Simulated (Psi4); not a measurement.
# InNH3O (SMILES [NH2][In][OH]): U-wB97X-D/STO-3G

Aim: the electrostatic solvation energy at fixed shape (ddPCM, cyclohexane) of InNH3O at U-wB97X-D/STO-3G, from 2 runs. 

The calculation is run with Psi4 1.11.

3 further runs of the same task are left out: 3 set aside as unsound or not needed.

## (1) The structure to begin with

InNH3O: 6 atoms, total charge 0, spin state doublet. SMILES: `[NH2][In][OH]`. The shape is that of a PBE0-D4/def2-TZVP optimisation. This is one conformer, not always the lowest.

Bond lengths: N1–In2 2.069 Å, In2–O3 2.009 Å, N1–H4 1.014 Å, N1–H5 1.016 Å, O3–H6 0.960 Å. Angles: N1–In2–O3 111.2°, In2–N1–H4 113.5°, In2–N1–H5 111.0°, In2–O3–H6 114.3°, H4–N1–H5 107.4°.

## (2) The energy at U-wB97X-D/STO-3G

File h3inno.dat:

```
memory 1600 MB

molecule {
  0 2
  N
  In 1 2.0686
  O 2 2.009148 1 111.22031
  H 1 1.013701 2 113.4718 3 164.36682
  H 1 1.016462 4 107.3687 2 122.98466
  H 3 0.960076 2 114.27003 1 179.09816
  symmetry c1
}

set globals {
  basis STO-3G
  reference uks
  scf_type pk
}

E, wfn = energy('wb97x-d', return_wfn=True)
print_variables()
```

Run with:

```sh
$ psi4 -n 1 h3inno.dat h3inno.out
```

h3inno.out, cut to the lines that bear on the results:

```text
[...]
  Running in c1 symmetry.
[...]
  Nuclear repulsion =  245.048092321772657
[...]
  Multiplicity = 2
[...]
  Nalpha       = 34
  Nbeta        = 33
[...]
    Number of basis functions: 40
[...]
   @UKS iter   1: -5814.43856107958436   -2.84401e+00   1.78354e-02 DIIS/ADIIS
[...]
   @UKS iter  11: -5814.97759245615816   -4.08154e-08   7.06202e-07 DIIS
[...]
   @S^2 Observed:                7.551039495E-01
[...]
    Orbital Energies [Eh]
    ---------------------
    Alpha Occupied:
       1A   -976.899937     2A   -141.940443     3A   -134.746384
       4A   -134.745727     5A   -134.745256     6A    -25.833977
       7A    -23.175933     8A    -23.171677     9A    -23.171078
      10A    -18.900047    11A    -15.519631    12A    -15.518372
      13A    -15.517381    14A    -15.514785    15A    -15.514532
      16A    -14.128754    17A     -3.617749    18A     -2.563447
      19A     -2.553814    20A     -2.552163    21A     -0.961433
      22A     -0.839139    23A     -0.468504    24A     -0.438655
      25A     -0.376143    26A     -0.311065    27A     -0.302994
      28A     -0.300974    29A     -0.298473    30A     -0.279937
      31A     -0.245584    32A     -0.222395    33A     -0.190637
      34A     -0.138666
[...]
  @UKS Final Energy: -5814.97759245615816
   => Energetics <=
    Nuclear Repulsion Energy =            245.0480923217726570
    One-Electron Energy =               -8539.8676490308862412
    Two-Electron Energy =                2609.7633381755194932
    DFT Exchange-Correlation Energy =    -129.9200470971145194
    Empirical Dispersion Energy =          -0.0013268254493992
    VV10 Nonlocal Energy =                  0.0000000000000000
    Total Energy =                      -5814.9775924561581633
[...]
 Multipole Moments:
 ------------------------------------------------------------------------------------
     Multipole            Electronic (a.u.)      Nuclear  (a.u.)        Total (a.u.)
 ------------------------------------------------------------------------------------
 L = 1.  Multiply by 2.5417464519 to convert [e a0] to [Debye]
 Dipole X            :          0.5036996           -0.9128427           -0.4091431
 Dipole Y            :          4.9069424           -4.4387032            0.4682392
 Dipole Z            :          5.3393303           -4.8383624            0.5009679
 Magnitude           :                                                    0.7985079
[...]
```

Run time: 6 s. Hardware: 1 thread of Intel Xeon Platinum 8488C (Sapphire Rapids), shared host; peak memory 0.3 GiB.

## (3) A single-point energy at U-wB97X-D/STO-3G (ddPCM cyclohexane)

File calc.in:

```
memory 1.6 GB

molecule m {
  0 2
  N     -0.980400    -0.217800    -1.044400
  In     0.940900    -0.096700    -0.287400
  O      0.933000    -0.108100     1.721700
  H     -1.045000     0.034400    -2.024100
  H     -1.612200     0.391600    -0.531900
  H      1.805600    -0.067200     2.120000
  units angstrom
  symmetry c1
}

set globals {
  basis STO-3G
  reference uks
  scf_type pk
  ddx true
  ddx_model pcm
  ddx_solvent cyclohexane
  ddx_radii_set uff
}

energy_value, wavefunction = energy("wb97x-d", return_wfn=True)
print_variables()
```

Run with:

```sh
$ psi4 calc.in calc.out -n 1
```

calc.out, cut to the lines that bear on the results:

```text
[...]
  Running in c1 symmetry.
[...]
  Nuclear repulsion =  245.048069446838184
[...]
  Multiplicity = 2
[...]
  Nalpha       = 34
  Nbeta        = 33
[...]
    Number of basis functions: 40
[...]
   @UKS iter   1: -5814.46623403087688   -2.87166e+00   1.71735e-02 DIIS/ADIIS
[...]
   @UKS iter  11: -5814.97991601567628   -3.17632e-08   7.03890e-07 DIIS
[...]
   @S^2 Observed:                7.548763396E-01
[...]
  @UKS Final Energy: -5814.97991601567628
   => Energetics <=
    Nuclear Repulsion Energy =            245.0480694468381841
    One-Electron Energy =               -8539.8606697939903825
    Two-Electron Energy =                2609.7618433299162461
    DFT Exchange-Correlation Energy =    -129.9254462166457529
    Empirical Dispersion Energy =          -0.0013268262114787
    VV10 Nonlocal Energy =                  0.0000000000000000
    DD Solvation Energy =                 -0.0023859555840234
    Total Energy =                      -5814.9799160156771904
[...]
 Multipole Moments:
 ------------------------------------------------------------------------------------
     Multipole            Electronic (a.u.)      Nuclear  (a.u.)        Total (a.u.)
 ------------------------------------------------------------------------------------
 L = 1.  Multiply by 2.5417464519 to convert [e a0] to [Debye]
 Dipole X            :          6.8268178           -6.1726613            0.6541566
 Dipole Y            :         -0.0326521            0.4997374            0.4670853
 Dipole Z            :         -2.6319318            2.3650903           -0.2668415
 Magnitude           :                                                    0.8469320
[...]
```

It took 9.9 s on 1 thread of Intel Xeon Platinum 8488C (Sapphire Rapids), shared host; peak memory 0.32 GiB.

## (4) Results

Level: U-wB97X-D/STO-3G.

```
                                              quantity           value
                               gas phase: total energy  -5814.97759 Eh
                              gas phase: dipole moment          2.03 D
         gas phase: HOMO energy (highest over α and β)        -3.77 eV
          gas phase: LUMO energy (lowest over α and β)         2.80 eV
                          gas phase: dispersion energy    -3.48 kJ/mol
                                       gas phase: ⟨S²⟩           0.755
                      ddPCM, cyclohexane: total energy  -5814.97992 Eh
                     ddPCM, cyclohexane: dipole moment          2.15 D
ddPCM, cyclohexane: HOMO energy (highest over α and β)        -3.65 eV
 ddPCM, cyclohexane: LUMO energy (lowest over α and β)         2.93 eV
                 ddPCM, cyclohexane: dispersion energy    -3.48 kJ/mol
        ddPCM, cyclohexane: solvent term in the energy     -6.3 kJ/mol
                              ddPCM, cyclohexane: ⟨S²⟩           0.755
      energy change from gas to solvent at fixed shape       -0.063 eV
```

**Reading.** The solvent model (ddPCM, cyclohexane) lowers the energy by 0.06 eV (−6.1 kJ/mol) at the same shape. It holds the electrostatic part alone, without cavity or dispersion terms. Relativity is left out (gas phase) although the molecule holds a heavy atom. Relativity is left out (ddPCM, cyclohexane) although the molecule holds a heavy atom.
